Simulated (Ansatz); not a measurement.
# K: the cost of one run

Computed with Ansatz 0.2.0, driven from Python. The levels of theory stand in the script.

## (1) The system

The structure is hexagonal, space group P6_3/mmc (No. 194). The conventional cell has a = 4.768 Å, b = 4.768 Å, c = 15.699 Å, α = 90.00°, β = 90.00°, γ = 120.00°.

No structure file is read: the coordinates are typed or built in the script.

## (2) The code

Contents of k.py:

```python
"""Relaxed cell of K under several functionals."""

import logging
import sys
import warnings

import ansatz as az
import numpy as np

logging.basicConfig(stream=sys.stdout, format="%(name)s: %(message)s")
logger = logging.getLogger("ansatz_job")
logger.setLevel(logging.INFO)

ECUT = 380
KGRID = (7, 7, 2)
SIGMA = 0.15

def edges_and_angles(cell):
    cell = np.asarray(cell)
    a, b, c = np.linalg.norm(cell, axis=1)
    cosines = cell[1] @ cell[2] / (b * c), cell[0] @ cell[2] / (a * c), cell[0] @ cell[1] / (a * b)
    return (a, b, c, *np.degrees(np.arccos(cosines)))


def main() -> None:
    warnings.simplefilter("ignore", az.DeckWarning)

    vectors = np.array([
        [4.76843, 0.0, 0.0],
        [-2.38422, 4.12959, 0.0],
        [0.0, 0.0, 15.6992],
    ])
    crystal = (
        az.Lattice.of(vectors)
        .atom("K", (0.0, 0.0, 0.0))
        .atom("K", (1 / 3, 2 / 3, 0.75))
        .atom("K", (0.0, 0.0, 0.5))
        .atom("K", (2 / 3, 1 / 3, 0.25))
    )

    setup = (
        crystal.calculation()
        .basis(ECUT, density_ratio=4)  # a bare number is in eV
        .kpoints(*KGRID)  # sampling of the Brillouin zone
        .occupations(az.OccupationsMethod.COLD, width=SIGMA)  # the run then minimises F = E - TS
        .relax(cell=True)  # relax until the tolerances are met
    )

    levels = [("pbesol", "none"), ("lda", "none"), ("blyp", "d3bj")]
    logger.info("level            a       b       c    alpha   beta  gamma  V/atom  steps")
    for name, dispersion in levels:
        seen = []
        run = setup.functional(name, dispersion=dispersion).session().plan()
        done = run.execute(on_event=lambda e: seen.append(e) if e["event"] == "relax_step" else None)
        cell = done.lattice.cell_ang
        label = name if dispersion == "none" else f"{name}+{dispersion}"
        print("{:13s} {:7.4f} {:7.4f} {:7.4f} {:6.2f} {:6.2f} {:6.2f}".format(label, *edges_and_angles(cell)), f"{abs(np.linalg.det(cell)) / len(done.lattice.sites):7.3f} {len(seen):5d}")


if __name__ == "__main__":
    main()
```

## (3) Running it

The run is started by

```sh
$ python k.py
```

Q: Estimate wall time and peak memory on 1 thread of Arm Neoverse V1, shared host.

About 52 s, with a peak of 0.53 GiB.
